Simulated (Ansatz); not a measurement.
# C₂H₅GeNO: basis-set convergence

How large a basis does C₂H₅GeNO need? Two functionals are run in growing sets.

Method: one geometry, several basis sets; program: Ansatz 0.2.0, Gaussian basis.

The runs, in order: PBE0-D4/def2-SVP; ωB97M-V/def2-SVP; PBE0-D4/def2-QZVPP; ωB97M-V/def2-QZVPP; the functionals' def2-TZVPP values are taken from earlier runs.

## Step 1: The relaxed structure

All runs share one geometry, relaxed beforehand with PBE0-D4 in a triple-zeta def2 set.

SMILES `C[O][GeH2][C]#N`, 10 atoms, charge 0, spin multiplicity 1.

Atoms are counted from 1 here; the program's logs count them from 0.

Bond lengths: C1–O2 1.411 Å, C1–H6 1.098 Å, C1–H7 1.098 Å, C1–H8 1.091 Å, O2–Ge3 1.765 Å, Ge3–C4 1.920 Å, Ge3–H9 1.534 Å, Ge3–H10 1.534 Å, C4–N5 1.151 Å. Angles: O2–C1–H6 112.1°, O2–C1–H7 112.1°, O2–C1–H8 107.6°, H6–C1–H7 108.5°, H6–C1–H8 108.2°, H7–C1–H8 108.2°, C1–O2–Ge3 118.0°, O2–Ge3–C4 103.5°, O2–Ge3–H9 111.1°, O2–Ge3–H10 111.1°, C4–Ge3–H9 108.8°, C4–Ge3–H10 108.8°, H9–Ge3–H10 113.1°, Ge3–C4–N5 177.7°.

## Step 2: PBE0-D4 in def2-SVP

in.yaml reads:

```yaml
crystal:
  periodic: [false, false, false]
  atoms:
    - {symbol: C, position_ang: [-1.161287, 1.208098, 0.527716]}
    - {symbol: O, position_ang: [-0.626572, 0.311975, -0.421951]}
    - {symbol: Ge, position_ang: [0.794490, -0.630361, 0.035014]}
    - {symbol: C, position_ang: [1.154921, -1.686642, -1.526910]}
    - {symbol: N, position_ang: [1.407068, -2.338546, -2.441254]}
    - {symbol: H, position_ang: [-0.441386, 1.985819, 0.813069]}
    - {symbol: H, position_ang: [-1.498217, 0.693955, 1.436928]}
    - {symbol: H, position_ang: [-2.025278, 1.694990, 0.072273]}
    - {symbol: H, position_ang: [1.999007, 0.280804, 0.302927]}
    - {symbol: H, position_ang: [0.480455, -1.571093, 1.205188]}
basis:
  gaussian: {orbitals: def2-SVP}
hamiltonian: {xc: pbe0, dispersion: d4}
output: {orbitals: {seedname: orbitals}}
```

After this run come: ωB97M-V in def2-SVP; PBE0-D4 in def2-QZVPP; ωB97M-V in def2-QZVPP.

Q: Predict the results of all the runs planned. Wanted: PBE0-D4: double and triple zeta above quadruple; ωB97M-V: double and triple zeta above quadruple.

As calculated:

| quantity | value |
| --- | --- |
| PBE0-D4: double and triple zeta above quadruple | 15.33, 1.54 eV |
| ωB97M-V: double and triple zeta above quadruple | 15.50, 1.49 eV |

What this shows: PBE0-D4 gains 13.79 eV from double to triple zeta, then 1.54 eV more. These are total energies; as a rule much of such shifts cancels in differences, which this series doesn't test. The LUMO of ωB97M-V is positive and keeps falling with the basis (1.35 to 0.84 eV): an unbound level that the basis holds in place.
